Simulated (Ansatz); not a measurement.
**Li+ with N2: structure and interaction energy**

Aim: relax the pair, then compute its interaction energy with counterpoise at many levels, up to CCSD(T).

The runs use Ansatz 0.2.0, Gaussian basis; PBE0-D4 structure, single points in def2-TZVPPD.

Levels: PBE-D4, revPBE-D4, BLYP-D4, r2SCAN-D4, B97M-V, PBE0-D4, B3LYP-D4, HSE06-D4, wB97X-V, wB97M-V, B2PLYP, Hartree-Fock, MP2, CCSD, CCSD(T). The reference is CCSD(T) extrapolated to the basis limit.

Correlated methods freeze the cores. The outer core shell of Li, Na, Mg and K is correlated. B3LYP uses VWN-RPA correlation. B2PLYP carries no dispersion term here.

163 further runs of the same task are left out: 163 set aside as unsound or not needed.

### 1 Starting geometry

The pair, from a GFN2-xTB docking trial: 3 atoms, charge 1, spin multiplicity 1.

Atoms are counted from 1 here; the program's logs count them from 0.

Bond lengths: Li1–N3 1.990 Å, N2–N3 1.089 Å. Angles: Li1–N3–N2 179.7°.

As a file:

| atom | x (Å) | y (Å) | z (Å) |
| --- | --- | --- | --- |
| Li1 | -0.1370 | 0.0303 | -1.6835 |
| N2 | 0.1149 | -0.0254 | 1.3839 |
| N3 | 0.0221 | -0.0049 | 0.2995 |

Atoms 1 to 1 are fragment A (Li+), the rest fragment B (N2).

### 2 A first relaxation in a small basis

Input file pre/in.yaml:

```yaml
crystal:
  periodic: [false, false, false]
  atoms:
    - {symbol: Li, position_ang: [-0.137000, 0.030300, -1.683500]}
    - {symbol: N, position_ang: [0.114900, -0.025400, 1.383900]}
    - {symbol: N, position_ang: [0.022100, -0.004900, 0.299500]}
basis:
  gaussian: {orbitals: def2-SVP}
total_charge: 1
hamiltonian: {xc: pbe, dispersion: d4}
relax: {f_tol: 0.03, max_steps: 250}
```

On the command line:

```
$ ansatz run in.yaml --threads 2 --pin off --events-out ev --progress --plain --max-ram 5222MiB
```

The runs that follow: Relaxation at PBE0-D4; wB97X-V/def2-TZVPPD; wB97M-V/def2-TZVPPD; B2PLYP/def2-TZVPPD; B97M-V/def2-TZVPPD; CCSD(T)/def2-TZVPPD; CCSD(T)/def2-QZVPPD; Hartree-Fock/STO-3G; SPW92/def2-SVP; wB97M-V/def2-SVP; CCSD(T)/def2-SVP; Vibrations of the pair.

Q: Predict the outcome of this session. Wanted: interaction energy, CCSD(T)/CBS; of it Hartree-Fock; D4 term of PBE0-D4; shortest contact; lowest wavenumber.

As calculated:

```
                        quantity          value
 interaction energy, CCSD(T)/CBS       -555 meV
of it Hartree-Fock (basis limit)       -525 meV
              D4 term of PBE0-D4         -9 meV
                shortest contact  Li1–N3 2.05 Å
               lowest wavenumber       201 cm⁻¹
```

What this shows: The pair is bound by 555 meV at fixed fragment shapes. Hartree-Fock gives 95 % of it, so electrostatics, induction and charge transfer lead. Among the functionals wB97M-V lands nearest to CCSD(T)/CBS (-5 meV) and BLYP-D4 farthest (-60 meV). wB97X-V is as near within the digits shown. By rung, the mean size of the error is: GGA 48, meta-GGA 22, hybrid 41, screened hybrid 30, range-separated hybrid 5, double hybrid 25 meV. PBE-D4 gives an interaction energy 48 meV too low, an error of 9 % of the reference. CCSD(T) moves by -14 meV from triple zeta to the limit; gaps between functionals far smaller than that don't rank them. A lower arrangement may exist.
